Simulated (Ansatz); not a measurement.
## BH₆NOSi, SMILES B[SiH](N)O: a rigid scan of one bond length, step by step

Computed with Ansatz's Python interface.

`bh6nosi.xyz`
```text
10

B    -1.44650    0.65900   -0.05670
Si    0.27030   -0.07570   -0.24960
N     0.60700   -1.06090    1.18210
O     1.51290    1.19030   -0.39630
H    -2.32930    0.45060   -0.88270
H    -1.73430    1.43750    0.83690
H     0.34190   -0.92150   -1.44390
H     1.62110   -1.46710    1.03380
H    -0.04080   -1.83420    1.24490
H     1.28090    1.57070   -1.26540
```

The cells in order, each with its output:

```python
import ansatz as az
import numpy as np

bh6nosi = az.Crystal.molecule_from_extxyz("bh6nosi.xyz")
```

```python
symbols = [site.symbol for site in bh6nosi.cartesian_sites]
start = np.array([site.position_ang for site in bh6nosi.cartesian_sites])
axis = (start[7] - start[2]) / np.linalg.norm(start[7] - start[2])
moving = [7]
lengths, energies = [0.97, 1.014, 1.058, 1.102, 1.147, 1.191, 1.235, 1.301], []
for length in lengths:
    xyz = start.copy()
    xyz[moving] += (length - np.linalg.norm(start[7] - start[2])) * axis
    point = az.Crystal.molecule()
    for symbol, place in zip(symbols, xyz):
        point = point.atom(symbol, place.tolist())
    model = (
        point.calculation()
        .basis(gaussian="cc-pVDZ")
        .functional("PBE0")
    )
    data = model.run().report
    energies.append(data["free_energy_ev"])
    print(f"r = {length:6.3f} A  E = {energies[-1]:.5f} eV  <S^2> = {abs(data['mean_field']['state']['spin_squared']):.3f}")
```

    r =  0.970 A  E = -12180.26297 eV  <S^2> = 0.000
    r =  1.014 A  E = -12180.32914 eV  <S^2> = 0.000
    r =  1.058 A  E = -12180.30571 eV  <S^2> = 0.000
    r =  1.102 A  E = -12180.21483 eV  <S^2> = 0.000
    r =  1.147 A  E = -12180.07005 eV  <S^2> = 0.000
    r =  1.191 A  E = -12179.89145 eV  <S^2> = 0.000
    r =  1.235 A  E = -12179.68667 eV  <S^2> = 0.000
    r =  1.301 A  E = -12179.34762 eV  <S^2> = 0.000

```python
# quartic fit about the minimum
fit = np.polynomial.Polynomial.fit(lengths, np.array(energies) - min(energies), 4).convert()
roots = [r.real for r in fit.deriv().roots() if abs(r.imag) < 1e-9 and fit.deriv(2)(r.real) > 0]
r_e = min(roots, key=lambda r: abs(r - lengths[int(np.argmin(energies))]))
print(f"minimum of the fit at {r_e:.4f} A, force constant {fit.deriv(2)(r_e):.2f} eV/A^2")
```

    minimum of the fit at 1.0230 A, force constant 43.33 eV/A^2

Reading the output:
- Total energies depend on the basis set; only differences at equal settings carry meaning.
- The rest of the molecule is held rigid at a force-field or estimated start geometry, and the basis set is modest; single-reference methods fail as a bond breaks.
- The orbitals are restricted, so S² is zero by construction.
- Finished in 19 s on 1 thread of Arm Neoverse V1, on a shared host, peak memory 0.23 GiB.
